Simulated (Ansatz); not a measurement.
# C6H2CaF3O: the cost of one run

Method: DFT unrestricted PBE0+D3(BJ), Gaussian basis def2-TZVPPD, in Ansatz 0.2.0.

### 1 The system as given

Bond lengths: O1–C2 1.320 Å, C2–C3 1.392 Å, C3–C4 1.394 Å, C4–F5 1.340 Å, C4–C6 1.390 Å, C6–F7 1.340 Å, C6–C8 1.389 Å, C8–F9 1.340 Å, C2–C10 1.392 Å, C8–C10 1.392 Å, O1–Ca11 2.000 Å, C3–H12 1.084 Å, C10–H13 1.085 Å. Angles (14 of 19 angles, heavy atoms first): O1–C2–C3 119.4°, O1–C2–C10 119.6°, C3–C2–C10 120.9°, C2–O1–Ca11 180.0°, C2–C3–C4 118.9°, C3–C4–F5 119.0°, C3–C4–C6 120.8°, F5–C4–C6 120.1°, C4–C6–F7 120.2°, C4–C6–C8 119.5°, F7–C6–C8 120.3°, C6–C8–F9 120.1°, C6–C8–C10 120.6°, F9–C8–C10 119.3°.

As a file:

```xyz
13

O     0.0000    0.0000    2.7047
C     0.0000    0.0000    1.3847
C     0.0000   -1.2123    0.7008
C     0.0000   -1.1992   -0.6926
F     0.0000   -2.3647   -1.3544
C     0.0000    0.0005   -1.3937
F     0.0000   -0.0017   -2.7342
C     0.0000    1.2009   -0.6955
F     0.0000    2.3652   -1.3591
C     0.0000    1.2101    0.6963
Ca    0.0000    0.0000    4.7047
H     0.0000   -2.1652    1.2184
H     0.0000    2.1541    1.2320
```

### 2 Relaxing the atoms: C6H2CaF3O

Input file input.yaml:

```yaml
relax:
  f_tol: 0.0005
  max_steps: 200
crystal:
  periodic: [false, false, false]
  atoms:
    - { symbol: O, position_ang: [0.0, 0.0, 2.704716] }
    - { symbol: C, position_ang: [0.0, 0.0, 1.384716] }
    - { symbol: C, position_ang: [-1.0e-06, -1.212306, 0.700807] }
    - { symbol: C, position_ang: [-1.0e-06, -1.199176, -0.692647] }
    - { symbol: F, position_ang: [1.0e-05, -2.364726, -1.35436] }
    - { symbol: C, position_ang: [2.0e-06, 0.000504, -1.393746] }
    - { symbol: F, position_ang: [4.0e-06, -0.001746, -2.73418] }
    - { symbol: C, position_ang: [-2.0e-06, 1.200872, -0.695467] }
    - { symbol: F, position_ang: [2.0e-06, 2.36517, -1.359092] }
    - { symbol: C, position_ang: [0.0, 1.210107, 0.696339] }
    - { symbol: Ca, position_ang: [0.0, 0.0, 4.704716] }
    - { symbol: H, position_ang: [3.0e-06, -2.165185, 1.218388] }
    - { symbol: H, position_ang: [1.0e-06, 2.154136, 1.231976] }
magnetization:
  spin_polarized: true
  initial_magnetization: 1
basis:
  gaussian: { orbitals: def2-TZVPPD.json }
hamiltonian:
  xc: pbe0
  dispersion: d3bj
output:
  orbitals: {}
```

Command:

```
$ ansatz run input.yaml --threads 8 --pin off --max-ram 16384MiB --backend cpu --events-out ev --progress --plain --runs-dir out
```

Q: Estimate wall time and peak memory on 8 threads of Intel Xeon 6975P-C (Granite Rapids), shared host.

About 2.4 min, with a peak of 3.4 GiB.
